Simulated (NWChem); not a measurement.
Plane-wave run on SiC (wurtzite type)

```
CSi
1.0
    3.07691     0.00000     0.00000
   -1.53846     2.66469     0.00000
    0.00000     0.00000     5.03927
Si C
2 2
Direct
  0.66667   0.33333   0.00000
  0.33333   0.66667   0.50000
  0.66667   0.33333   0.62520
  0.33333   0.66667   0.12520
```

Everything below was run with NWChem. Origin of the cell: lattice set by a structure generator, not relaxed at this level.

Norm-conserving pseudopotentials with valence charges Si 4, C 4, fixed occupations, no spin-orbit coupling, density cut at twice the wavefunction cutoff.

The program generates the PBEsol runs' potentials with LDA.

Level: PBEsol, default library, cutoff 35 Ha, density from a 5×5×3 mesh. Bands run along Γ–M–K–Γ–A–L–H–A with k in units of the cell's reciprocal vectors.

Problem. Give the band energies at the labelled points, in eV from the valence-band top.

Solution. 
| point | k | band 5 | band 6 | band 7 | band 8 | band 9 | band 10 |
|---|---|---|---|---|---|---|---|
| Γ | 0.000 0.000 0.000 | -1.32 | -0.15 | 0.00 | 0.00 | 4.77 | 6.31 |
| M | 0.500 0.000 0.000 | -5.44 | -3.32 | -3.31 | -1.18 | 2.72 | 4.18 |
| K | 0.333 0.333 0.000 | -6.20 | -4.06 | -4.06 | -3.79 | 2.21 | 8.07 |
| A | 0.000 0.000 0.500 | -0.72 | -0.72 | -0.72 | -0.72 | 5.85 | 5.85 |
| L | 0.500 0.000 0.500 | -2.44 | -2.44 | -2.33 | -2.33 | 3.28 | 3.28 |
| H | 0.333 0.333 0.500 | -5.63 | -5.63 | -1.74 | -1.74 | 5.09 | 5.09 |
Bands up to 8 are filled.
